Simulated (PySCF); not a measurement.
# [Er(NH3)4]3+: other functionals and bases at one geometry

One table from this session's results is given with a row withheld; the runs are named, their logs left out.

The runs use PySCF 2.14.0; several levels, as the steps say, no spin–orbit coupling.

5 further runs of the same task are left out: 2 for a known fault of the program, 2 that didn't finish, 1 set aside as unsound or not needed.

### Starting geometry

17 atoms, charge 3, spin multiplicity 1.

Bond lengths: Er1–N2 2.418 Å, Er1–N6 2.418 Å, Er1–N10 2.420 Å, Er1–N14 2.420 Å, N2–H3 1.041 Å, N2–H4 1.041 Å, N2–H5 1.041 Å, N6–H7 1.041 Å, N6–H8 1.041 Å, N6–H9 1.041 Å, N10–H11 1.041 Å, N10–H12 1.041 Å, N10–H13 1.041 Å, N14–H15 1.041 Å, N14–H16 1.041 Å, N14–H17 1.041 Å. Angles: N2–Er1–N6 109.8°, N2–Er1–N10 109.4°, N2–Er1–N14 109.4°, N6–Er1–N10 109.4°, N6–Er1–N14 109.4°, N10–Er1–N14 109.3°, Er1–N2–H3 115.6°, Er1–N2–H4 115.4°, Er1–N2–H5 115.4°, H3–N2–H4 102.8°, H3–N2–H5 102.8°, H4–N2–H5 102.9°, Er1–N6–H7 115.6°, Er1–N6–H8 115.4°, Er1–N6–H9 115.4°, H7–N6–H8 102.8°, H7–N6–H9 102.8°, H8–N6–H9 102.9° and more.

Coordinates:

```xyz
17
ErH12N4
Er    0.0000    0.0000    0.0060
N     1.3992    1.3992    1.3957
H     1.2777    1.2777    2.4226
H     2.4249    1.2736    1.2679
H     1.2736    2.4249    1.2679
N    -1.3992   -1.3992    1.3957
H    -1.2777   -1.2777    2.4226
H    -2.4249   -1.2736    1.2679
H    -1.2736   -2.4249    1.2679
N     1.3952   -1.3952   -1.3946
H     2.0383   -2.0383   -0.8876
H     0.8852   -2.0363   -2.0374
H     2.0363   -0.8852   -2.0374
N    -1.3952    1.3952   -1.3946
H    -2.0383    2.0383   -0.8876
H    -0.8852    2.0363   -2.0374
H    -2.0363    0.8852   -2.0374
```

Formal oxidation states: Er +3. Each metal's 11 4f electrons lie in its core potential, so multiplicities, spins and levels count the valence alone. An earlier session relaxed this geometry at TPSS, Er lcecp-1-SVP with ECP57, N def2-SVP, H def2-SVP (singlet, point group D2d).

At TPSS on the finer grid: E = -263.432157 Eh, HOMO -22.15 eV, LUMO -15.20 eV, Mulliken charge on Er1 +1.51 e, largest force component 0.007 eV/Å. 

Levels to run: TPSSh; BLYP; HF; CAM-B3LYP; TPSS, TZVP. Hardware: 4 threads of Intel Xeon at 2.70GHz, shared host.

Set-up of the first run:

run.py (the lines that set the calculation) reads:

```python
mol = gto.M(atom='''
Er     0.00000     0.00000     0.00599
N      1.39922     1.39922     1.39572
H      1.27766     1.27766     2.42264
H      2.42495     1.27359     1.26786
H      1.27359     2.42495     1.26786
N     -1.39922    -1.39922     1.39572
H     -1.27766    -1.27766     2.42264
H     -2.42495    -1.27359     1.26786
H     -1.27359    -2.42495     1.26786
N      1.39523    -1.39523    -1.39464
H      2.03835    -2.03835    -0.88757
H      0.88518    -2.03628    -2.03738
H      2.03628    -0.88518    -2.03738
N     -1.39523     1.39523    -1.39464
H     -2.03835     2.03835    -0.88757
H     -0.88518     2.03628    -2.03738
H     -2.03628     0.88518    -2.03738''',
    basis={'Er': 'lcecp-1-SVP', 'N': 'def2-SVP', 'H': 'def2-SVP'},
    ecp={'Er': 'lcecp-1-SVP'},
    charge=3, spin=0)
mf = dft.RKS(mol, xc='TPSSH')
mf.grids.atom_grid = (75, 302)  # f atoms: unpruned, at least (60, 302)
mf = mf.density_fit()  # fitting sets: Er AutoAux, N def2-universal-JKFIT, H def2-universal-JKFIT
mf.conv_tol = 1e-08; mf.max_cycle = 55
mf.kernel(dm0)  # dm0: the density of the relaxed state
```

Launch:

```sh
$ OMP_NUM_THREADS=4 python run.py
```

Among the steps run: TPSSh; BLYP; HF; CAM-B3LYP; TPSS, TZVP.

One table of the session follows, with a row left open; its other results are not shown here.

```
              level  HOMO (eV)  gap (eV)  charge on Er1 (e)  dipole (D)  largest force component (eV/Å)
TPSS (relaxed here)     -22.15      6.95               1.51        0.02                            0.01
              TPSSh     -22.77      7.94               1.56        0.02                            0.14
               BLYP     -21.87      6.51               1.38        0.02                            0.14
                 HF          ?         ?                  ?           ?                               ?
          CAM-B3LYP     -25.03     11.74               1.54        0.02                            0.22
         TPSS, TZVP     -22.08      6.98               1.91        0.03                            0.29
```

**Question.** Estimate the row for HF.

The run gave: HOMO (eV): -27.48; gap (eV): 16.92; charge on Er1 (e): 1.95; dipole (D): 0.01; largest force component (eV/Å): 0.86. In the column «HOMO (eV)» it is the lowest.

The dipole of a charged species depends on the origin, so these sizes hold for this origin alone.

In one basis the HOMO–LUMO gap runs from 6.51 eV (BLYP) to 16.92 eV (HF). The largest leftover force, 0.86 eV/Å with HF, stands at a geometry relaxed at another level. With 4f in the core, its levels are missing from HOMO and gap, and its count is fixed, so no charge can pass from the ligands into it. Total energies of different levels can't be compared.
